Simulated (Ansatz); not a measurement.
**BH3OTe: small, medium and large basis sets**

One table from this session's results is given with a row withheld; the runs are named, their logs left out.

Program: Ansatz 0.2.0, Gaussian basis. Level of theory: one geometry, several basis sets. These are calculated values, not measurements.

The runs, in order: PBE0-D4/def2-SVP; ωB97M-V/def2-SVP; PBE0-D4/def2-QZVPP; ωB97M-V/def2-QZVPP; the functionals' def2-TZVPP values are taken from earlier runs.

## The geometry

An earlier PBE0-D4 in a triple-zeta def2 set relaxation fixed the geometry. Te takes the def2 core potential; no spin-orbit term is included.

SMILES `OB[TeH]`, 6 atoms, charge 0, spin multiplicity 1.

Atoms are counted from 1 here; the program's logs count them from 0.

Bond lengths: O1–B2 1.347 Å, O1–H4 0.960 Å, B2–Te3 2.170 Å, B2–H5 1.193 Å, Te3–H6 1.653 Å. Angles: B2–O1–H4 116.4°, O1–B2–Te3 123.3°, O1–B2–H5 118.1°, Te3–B2–H5 118.6°, B2–Te3–H6 92.1°.

The first run:

File in.yaml:

```yaml
crystal:
  periodic: [false, false, false]
  atoms:
    - {symbol: O, position_ang: [-0.993929, -0.411894, -1.206112]}
    - {symbol: B, position_ang: [0.082717, -0.252302, -0.411880]}
    - {symbol: Te, position_ang: [0.019898, 0.805167, 1.481525]}
    - {symbol: H, position_ang: [-1.816030, -0.027736, -0.892178]}
    - {symbol: H, position_ang: [1.120586, -0.717174, -0.771191]}
    - {symbol: H, position_ang: [1.628857, 0.539941, 1.753537]}
basis:
  gaussian: {orbitals: def2-SVP}
hamiltonian: {xc: pbe0, dispersion: d4}
output: {orbitals: {seedname: orbitals}}
```

Command:

```bash
> ansatz run in.yaml --threads 2 --pin off --events-out ev --progress --plain --max-ram 4352MiB
```

Steps of the session up to this table: PBE0-D4 in def2-SVP; ωB97M-V in def2-SVP; PBE0-D4 in def2-QZVPP; ωB97M-V in def2-QZVPP.

One of the session's tables, all rows but one given; the rest of the session is left out.

It belongs to the step «Functionals by basis». 

| functional | basis | HOMO (eV) |
| --- | --- | --- |
| PBE0-D4 | def2-SVP | -6.64 |
| PBE0-D4 | def2-TZVPP | ? |
| PBE0-D4 | def2-QZVPP | -6.77 |
| ωB97M-V | def2-SVP | -8.66 |
| ωB97M-V | def2-TZVPP | -8.80 |
| ωB97M-V | def2-QZVPP | -8.82 |

Estimate the missing values for PBE0-D4, def2-TZVPP.

**Answer.** HOMO (eV): -6.75. In the column «HOMO (eV)» it lies between PBE0-D4, def2-QZVPP (-6.77) and PBE0-D4, def2-SVP (-6.64).
